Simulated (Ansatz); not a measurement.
This script for a rigid scan of one bond length of CH6O2Si, SMILES OC[SiH2]O with Ansatz 0.2.0 through its Python package holds a mistake.

Script `scan_ch6o2si.py`:
```python
import ansatz as az
import numpy as np

GEOMETRY = """
O    -1.48920    1.19530    0.33240
C    -0.29780    0.69300    0.78600
Si    0.30350   -0.87860   -0.04200
O     0.50050   -0.71030   -1.68700
H    -1.50240    1.24590   -0.67140
H    -0.40460    0.53810    1.86050
H     0.48670    1.48260    0.66770
H     1.74370   -1.16560    0.44540
H    -0.54690   -2.00890    0.32260
H     1.28960   -0.44270   -2.01130
"""


def main() -> None:
    ch6o2si = az.Crystal.molecule()
    for line in GEOMETRY.strip().splitlines():
        symbol, *xyz = line.split()
        ch6o2si = ch6o2si.atom(symbol, [float(v) for v in xyz])

    symbols = [site.symbol for site in ch6o2si.cartesian_sites]
    start = np.array([site.position_ang for site in ch6o2si.cartesian_sites])
    axis = (start[6] - start[1]) / np.linalg.norm(start[6] - start[1])
    moving = [6]
    lengths, energies = [0.95, 1.03, 1.12, 1.23, 1.4, 1.68, 2.01, 2.46], []
    for length in lengths:
        xyz = start.copy()
        xyz[moving] += (length - np.linalg.norm(start[6] - start[1])) * axis
        point = az.Crystal.molecule()
        for symbol, xyz in zip(symbols, xyz):
            point = point.atom(symbol, xyz.tolist())
        calculation = point.calculation()
        calculation = calculation.basis(gaussian="cc-pVDZ")
        calculation = calculation.correlation("mp2")
        summary = calculation.run(threads=1).report
        energies.append(summary["energy"])
        print(f"r = {length:6.3f} A  E = {energies[-1]:.5f} eV  <S^2> = {abs(summary['mean_field']['state']['spin_squared']):.3f}")

    print("energy above the lowest point (eV):", [round(e - min(energies), 3) for e in energies])


if __name__ == "__main__":
    main()
```

Output of `python scan_ch6o2si.py`:
```text
Traceback (most recent call last):
  File "scan_ch6o2si.py", line 46, in <module>
    main()
    ~~~~^^
  File "scan_ch6o2si.py", line 39, in main
    energies.append(summary["energy"])
                    ~~~~~~~^^^^^^^^^^
KeyError: 'energy'
```

Why does it end like this?

The fault: the report has no such key (the free energy stands under free_energy_ev). The correction:

`scan_ch6o2si.py`:
```python
import ansatz as az
import numpy as np

GEOMETRY = """
O    -1.48920    1.19530    0.33240
C    -0.29780    0.69300    0.78600
Si    0.30350   -0.87860   -0.04200
O     0.50050   -0.71030   -1.68700
H    -1.50240    1.24590   -0.67140
H    -0.40460    0.53810    1.86050
H     0.48670    1.48260    0.66770
H     1.74370   -1.16560    0.44540
H    -0.54690   -2.00890    0.32260
H     1.28960   -0.44270   -2.01130
"""


def main() -> None:
    ch6o2si = az.Crystal.molecule()
    for line in GEOMETRY.strip().splitlines():
        symbol, *xyz = line.split()
        ch6o2si = ch6o2si.atom(symbol, [float(v) for v in xyz])

    symbols = [site.symbol for site in ch6o2si.cartesian_sites]
    start = np.array([site.position_ang for site in ch6o2si.cartesian_sites])
    axis = (start[6] - start[1]) / np.linalg.norm(start[6] - start[1])
    moving = [6]
    lengths, energies = [0.95, 1.03, 1.12, 1.23, 1.4, 1.68, 2.01, 2.46], []
    for length in lengths:
        xyz = start.copy()
        xyz[moving] += (length - np.linalg.norm(start[6] - start[1])) * axis
        point = az.Crystal.molecule()
        for symbol, xyz in zip(symbols, xyz):
            point = point.atom(symbol, xyz.tolist())
        calculation = point.calculation()
        calculation = calculation.basis(gaussian="cc-pVDZ")
        calculation = calculation.correlation("mp2")
        summary = calculation.run(threads=1).report
        energies.append(summary["free_energy_ev"])
        print(f"r = {length:6.3f} A  E = {energies[-1]:.5f} eV  <S^2> = {abs(summary['mean_field']['state']['spin_squared']):.3f}")

    print("energy above the lowest point (eV):", [round(e - min(energies), 3) for e in energies])


if __name__ == "__main__":
    main()
```

After the fix:

Running `python scan_ch6o2si.py` prints:
```text
r =  0.950 A  E = -13078.57630 eV  <S^2> = 0.000
r =  1.030 A  E = -13079.03712 eV  <S^2> = 0.000
r =  1.120 A  E = -13079.17378 eV  <S^2> = 0.000
r =  1.230 A  E = -13079.01826 eV  <S^2> = 0.000
r =  1.400 A  E = -13078.44885 eV  <S^2> = 0.000
r =  1.680 A  E = -13077.30736 eV  <S^2> = 0.000
r =  2.010 A  E = -13076.11732 eV  <S^2> = 0.000
r =  2.460 A  E = -13074.92468 eV  <S^2> = 0.000
energy above the lowest point (eV): [0.597, 0.137, 0.0, 0.156, 0.725, 1.866, 3.056, 4.249]
```

Total energies depend on the basis set; only differences at equal settings carry meaning. The rest of the molecule is held rigid at a force-field or estimated start geometry, and the basis set is modest; single-reference methods fail as a bond breaks. The orbitals are restricted, so S² is zero by construction. Toward dissociation an unrestricted state can lie under the restricted one, by tenths of an eV for polar bonds under a functional and by 1 to 2 eV or more for others. S² is that of the Hartree-Fock reference. Wall time of the script: 11 s on 1 thread of Arm Neoverse V1, on a shared host, peak memory 0.23 GiB.

(Lines on the test bed's own set-up are left out of the output.)
